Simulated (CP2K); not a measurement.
Set up this calculation in CP2K 2026.2, as the native input.

| Quantity | Value |
| --- | --- |
| Task | band structure |
| Functional | M06-L |
| Potentials or basis | POTENTIAL_UZH Ge GTH-PBE-q4, Ga GTH-PBE-q13; TZVP-MOLOPT-PBE-GTH basis |
| Density cutoff | 9184 eV |
| k mesh | 8 × 8 × 8 |
| Occupations | fermi-dirac, width 0.05 eV |
| Spin | no spin polarisation |
| SCF solver | diagonalisation with k points |
| Quickstep method | GPW |
| EPS_DEFAULT | 1.0E-10 |
| EPS_SCF | 1.0E-6 |
| MAX_SCF | 100 |
| SCF_GUESS | ATOMIC |
| k points reduced by the point group | yes |
| Mesh centred on Gamma | yes |
| CHOLESKY | OFF |
| EPS_EIGVAL | 1.0E-7 |
| MIXING METHOD | BROYDEN_MIXING |
| MIXING ALPHA | 0.4 |
| NBUFFER | 8 |
| NGRIDS | 4 |
| Basis sets | Ge TZVP-MOLOPT-PBE-GTH-q4, Ga TZVP-MOLOPT-PBE-GTH-q13 |
| Potentials | Ge GTH-PBE-q4 of POTENTIAL_UZH, Ga GTH-PBE-q13 of POTENTIAL_UZH |
| ADDED_MOS | [10] |
| Points a segment of the path (NPOINTS) | 6 |
| Bands added on the path | 6 |
| REL_CUTOFF (Ry) | 60 Ry |
| MIXING BETA (1/bohr) | 1.5 1/bohr |
| CUTOFF of the grids | 675 Ry |

GaGe:

```xyz
2
Lattice="4.0982 0.0000 0.0000 2.0491 3.5491 0.0000 2.0491 1.1830 3.3461" Properties=species:S:1:pos:R:3 pbc="T T T"
Ge    0.0000    0.0000    0.0000
Ga    2.0491    1.1830    0.8365
```

The cell comes from a database or a generator and needn't be the stable form of this composition.

These files were run (other wordings do the same):

gage_bands.inp

```
&GLOBAL
  PROJECT gage_bands
  RUN_TYPE ENERGY_FORCE
  PRINT_LEVEL LOW
&END GLOBAL
&FORCE_EVAL
  METHOD QS
  STRESS_TENSOR ANALYTICAL
  &DFT
    BASIS_SET_FILE_NAME BASIS_MOLOPT_UZH
    POTENTIAL_FILE_NAME POTENTIAL_UZH
    &MGRID
      CUTOFF 675
      REL_CUTOFF 60
      NGRIDS 4
    &END MGRID
    &QS
      METHOD GPW
      EPS_DEFAULT 1.0E-10
    &END QS
    &KPOINTS
      SCHEME MONKHORST-PACK 8 8 8
      GAMMA_CENTERED T
      SYMMETRY T
      SYMMETRY_BACKEND SPGLIB
    &END KPOINTS
    &SCF
      SCF_GUESS ATOMIC
      EPS_SCF 1.0E-6
      MAX_SCF 100
      ADDED_MOS 10
      CHOLESKY OFF
      EPS_EIGVAL 1.0E-7
      &DIAGONALIZATION ON
        ALGORITHM STANDARD
      &END DIAGONALIZATION
      &MIXING ON
        METHOD BROYDEN_MIXING
        ALPHA 0.4
        BETA 1.5
        NBUFFER 8
      &END MIXING
      &SMEAR ON
        METHOD FERMI_DIRAC
        ELECTRONIC_TEMPERATURE [K] 580.226
      &END SMEAR
    &END SCF
    &XC
      &XC_FUNCTIONAL
        &MGGA_X_M06_L
        &END MGGA_X_M06_L
        &MGGA_C_M06_L
        &END MGGA_C_M06_L
      &END XC_FUNCTIONAL
    &END XC
    &PRINT
      &KPOINTS ON
      &END KPOINTS
      &MULLIKEN ON
      &END MULLIKEN
      &MO ON
        ENERGIES T
        OCCUPATION_NUMBERS T
        &EACH
          QS_SCF 0
        &END EACH
        ADD_LAST NUMERIC
      &END MO
      &LOWDIN ON
      &END LOWDIN
      &HIRSHFELD ON
        SHAPE_FUNCTION DENSITY
      &END HIRSHFELD
      &BAND_STRUCTURE
        FILE_NAME bands.bs
        ADDED_MOS 6
        &KPOINT_SET
          UNITS B_VECTOR
          NPOINTS 6
          SPECIAL_POINT GAMMA 0.00000000 0.00000000 0.00000000
          SPECIAL_POINT X 0.50000000 0.00000000 0.50000000
          SPECIAL_POINT W 0.50000000 0.25000000 0.75000000
          SPECIAL_POINT K 0.37500000 0.37500000 0.75000000
          SPECIAL_POINT GAMMA 0.00000000 0.00000000 0.00000000
          SPECIAL_POINT L 0.50000000 0.50000000 0.50000000
          SPECIAL_POINT U 0.62500000 0.25000000 0.62500000
          SPECIAL_POINT W 0.50000000 0.25000000 0.75000000
          SPECIAL_POINT L 0.50000000 0.50000000 0.50000000
          SPECIAL_POINT K 0.37500000 0.37500000 0.75000000
        &END KPOINT_SET
        &KPOINT_SET
          UNITS B_VECTOR
          NPOINTS 6
          SPECIAL_POINT U 0.62500000 0.25000000 0.62500000
          SPECIAL_POINT X 0.50000000 0.00000000 0.50000000
        &END KPOINT_SET
      &END BAND_STRUCTURE
    &END PRINT
  &END DFT
  &SUBSYS
    &CELL
      A 4.0981702864 0.0000000000 0.0000000000
      B 2.0490851432 3.5491195771 0.0000000000
      C 2.0490851432 1.1830398590 3.3461420269
      PERIODIC XYZ
    &END CELL
    &COORD
      Ge  0.0000000000 0.0000000000 0.0000000000
      Ga  2.0490851432 1.1830398590 0.8365355067
    &END COORD
    &KIND Ge
      BASIS_SET TZVP-MOLOPT-PBE-GTH-q4
      POTENTIAL GTH-PBE-q4
    &END KIND
    &KIND Ga
      BASIS_SET TZVP-MOLOPT-PBE-GTH-q13
      POTENTIAL GTH-PBE-q13
    &END KIND
    &PRINT
      &ATOMIC_COORDINATES ON
      &END ATOMIC_COORDINATES
      &CELL ON
      &END CELL
    &END PRINT
  &END SUBSYS
  &PRINT
    &FORCES ON
    &END FORCES
    &STRESS_TENSOR ON
    &END STRESS_TENSOR
  &END PRINT
&END FORCE_EVAL
```

Potentials or basis: POTENTIAL_UZH Ge GTH-PBE-q4, Ga GTH-PBE-q13; TZVP-MOLOPT-PBE-GTH basis.

Launch:

```bash
$ OMP_NUM_THREADS=1 cp2k.psmp -i gage_bands.inp -o gage_bands.out
```

Results of the run:

| Quantity | Value |
| --- | --- |
| Pressure | 1.1 GPa |
| Band gap on the k mesh | none (metal or under the smearing width) |
| Mulliken charges | Ge -0.23; Ga +0.23 e |
| Hirshfeld charges | Ge -0.08; Ga +0.08 e |

Caveat: Mulliken charges move with the basis; the potentials were made for another functional, which shifts forces and pressure; the basis of atomic orbitals isn't converged, which shifts pressures, moduli and gaps.

Run time: 120 s on 1 thread of Arm Neoverse V2, on a shared host, peak memory 0.45 GiB.
